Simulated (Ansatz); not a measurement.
# SiGeH2 (singlet): from Hartree-Fock to the top rungs at distance Si1–H3 = 1.208 Å, cc-pVDZ

The task here is to estimate one member of a computed series from the others.

Method: cc-pVDZ, core rule «outside noble gas», up to 19 orbitals frozen; program: Ansatz 0.2.0, Gaussian basis.

The runs, in order: UHF; CCSD(T) on RHF; CCSD(T) on UHF; BCCD(T) on RHF; CISD; CCSDT(Q) on RHF; CCSDT(Q) on UHF; CASSCF and MRCISD+Q, 2 electrons in 2 orbitals; CASSCF and NEVPT2, 2 electrons in 2 orbitals; CASSCF and MRCISD+Q, 10 electrons in 10 orbitals; CASSCF and NEVPT2, 10 electrons in 10 orbitals.

19 further runs of the same task are left out: 2 for a mislabelled method, 11 that didn't finish, 6 set aside as unsound or not needed.

### What is computed

The geometry derives from a PBE0/def2-TZVP stationary point (not a proven minimum). One bond is set to the value named and the two fragments are kept rigid. No spin-orbit coupling is included. The filled d shell of Ge may be among the frozen orbitals whatever the setting's name suggests; the logs give the count.

4 atoms, charge 0, spin multiplicity 1.

Atoms are counted from 1 here; the program's logs count them from 0.

Bond lengths: Si1–Ge2 2.167 Å, Si1–H3 1.208 Å, Si1–H4 1.620 Å, Ge2–H4 1.851 Å. Angles: Ge2–Si1–H3 163.0°, Ge2–Si1–H4 56.3°, H3–Si1–H4 106.7°, Si1–Ge2–H4 46.8°, Si1–H4–Ge2 76.9°.

Coordinates:

```xyz
4
charge 0, multiplicity 1
Si    0.0000    0.0739    1.5276
Ge    0.0000   -0.0072   -0.6375
H     0.0000   -0.2352    2.6954
H     0.0000   -1.3068    0.6800
```

The first run:

in.yaml reads:

```yaml
crystal:
  periodic: [false, false, false]
  atoms:
    - {symbol: Si, position_ang: [0.000000, 0.073859, 1.527627]}
    - {symbol: Ge, position_ang: [0.000000, -0.007160, -0.637479]}
    - {symbol: H, position_ang: [0.000000, -0.235166, 2.695432]}
    - {symbol: H, position_ang: [0.000000, -1.306849, 0.680033]}
basis:
  gaussian: {orbitals: cc-pVDZ}
magnetization: {spin_polarized: true, initial_magnetization: 0}
hamiltonian: {xc: hf}
output: {orbitals: {seedname: orbitals}}
```

Launch:

```console
$ ansatz run in.yaml --threads 1 --pin off --events-out ev --progress --plain --max-ram 2393MiB
```

Steps of the session up to this table: UHF; CCSD(T) on RHF; CCSD(T) on UHF; BCCD(T) on RHF; CISD; CCSDT(Q) on RHF; CCSDT(Q) on UHF; CASSCF and MRCISD+Q, 2 electrons in 2 orbitals; CASSCF and NEVPT2, 2 electrons in 2 orbitals; CASSCF and MRCISD+Q, 10 electrons in 10 orbitals; CASSCF and NEVPT2, 10 electrons in 10 orbitals.

One table of the session follows, with a row left open; its other results are not shown here.

It belongs to the step «Misses and costs». 

| method | from RCCSDT(Q) (meV) |
| --- | --- |
| RHF | +6187.8 |
| UHF | +6097.1 |
| RMP2 | +1183.8 |
| CISD | +876.7 |
| RCCSD | +345.1 |
| RCCSD(T) | ? |
| BCCD(T) | +56.5 |
| RCCSDT | +24.8 |
| RCCSDT(Q) | 0 |
| CASSCF pair | +5674.0 |
| NEVPT2 pair | +1144.0 |
| MRCISD pair | +723.4 |
| MRCISD+Q pair | +95.9 |
| CASSCF valence | +3607.7 |
| NEVPT2 valence | +906.7 |
| MRCISD valence | +258.5 |
| MRCISD+Q valence | +4.6 |

**Question.** Estimate the row for RCCSD(T).

**Answer.** from RCCSDT(Q) (meV): +56.9. In the column «from RCCSDT(Q) (meV)» it lies between BCCD(T) (+56.5) and MRCISD+Q pair (+95.9).

Not comparable, so not listed: CCSD(T) on UHF; CCSDT(Q) on UHF (they don't share determinant, frozen orbitals or solution with the rows shown, or repeat one).

Caveats from the session: Warnings: restricted reference is unstable; spin contamination.
